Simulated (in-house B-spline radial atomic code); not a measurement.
# Tl²⁺: excited configurations

How much energy does it take to promote electrons of Tl²⁺ to other shells? Each configuration is solved by itself and compared with the reference.

The numbers are computed with in-house B-spline radial atomic code version 1 (non-relativistic Hartree-Fock, average of configuration, point nucleus, basis-set limit), except any that are marked as measured or tabulated.

## Step 1: The atom as given

| Property | Result |
| --- | --- |
| element | thallium (Z = 81) |
| charge | +2 |
| electrons | 79 |
| configuration | [Xe] 4f14 5d10 6s1 |
| Hamiltonian | non-relativistic |
| nucleus | point |

The outer shells:

[Xe] 4f14 5d10 6s1
```
[Xe] core
4f [↑↓][↑↓][↑↓][↑↓][↑↓][↑↓][↑↓]
5d [↑↓][↑↓][↑↓][↑↓][↑↓]
6s [↑ ]
```

The boxes draw the filling by Hund's rule, which heavy ions in jj coupling don't follow; these runs average over all states of the configuration.

Settings of the run:

```ini
Z = 81
electrons = 79.0
configuration = [Xe] 4f14 5d10 6s1
hamiltonian = nr
method = hf
spin_polarised = False
```

From the earlier run of the reference: total energy -18961.061298 hartree. Levels, eight at most:

```csv
orbital,occupation,energy (eV),<r> (bohr)
4s,2,-748.07,0.4320
4p,6,-640.18,0.4355
4d,10,-442.52,0.4412
4f,14,-174.00,0.4554
5s,2,-142.15,0.9830
5p,6,-104.48,1.059
5d,10,-42.810,1.327
6s,1,-24.633,2.638
```

## Step 2: Run with [Kr] 4d10 4f14 5s2 5p5 5d10 6g1 7d1

Settings of the run:

```ini
Z = 81
electrons = 79.0
configuration = [Kr] 4d10 4f14 5s2 5p5 5d10 6g1 7d1
hamiltonian = nr
method = hf
spin_polarised = False
```

## Step 3: Run with [Kr] 4d10 4f14 5s2 5p5 5d9 6s1 6g1 7d1

Settings of the run:

```ini
Z = 81
electrons = 79.0
configuration = [Kr] 4d10 4f14 5s2 5p5 5d9 6s1 6g1 7d1
hamiltonian = nr
method = hf
spin_polarised = False
```

## Step 4: Configuration [Kr] 4d10 4f14 5s2 5p5 5d9 6s1 6d1 8s1

Settings of the run:

```ini
Z = 81
electrons = 79.0
configuration = [Kr] 4d10 4f14 5s2 5p5 5d9 6s1 6d1 8s1
hamiltonian = nr
method = hf
spin_polarised = False
```

Before running: How far above the reference does each configuration lie (order and size, in eV)?

**Answer**, as computed:

| net move | configuration | energy above the reference (eV) | largest <r> (bohr) |
| --- | --- | --- | --- |
| 5p, 6s → 6g, 7d | [Kr] 4d10 4f14 5s2 5p5 5d10 6g1 7d1 | 122.71 | 13.4 |
| 5d, 5p → 6d, 8s | [Kr] 4d10 4f14 5s2 5p5 5d9 6s1 6d1 8s1 | 132.12 | 8.80 |
| 5d, 5p → 6g, 7d | [Kr] 4d10 4f14 5s2 5p5 5d9 6s1 6g1 7d1 | 143.61 | 13.4 |

**Reading.** The lowest of them is 5p, 6s → 6g, 7d at 122.71 eV and the highest 5d, 5p → 6g, 7d at 143.61 eV. Koopmans' estimate of the ionisation threshold is 24.633 eV; 3 configurations exceed it by over 2 % and could autoionise. Two partly filled shells share a symmetry and can mix in the average, which may lower the energy, for: 5d, 5p → 6d, 8s; 5d, 5p → 6g, 7d. These are averages over configurations, without correlation, not spectroscopic levels.
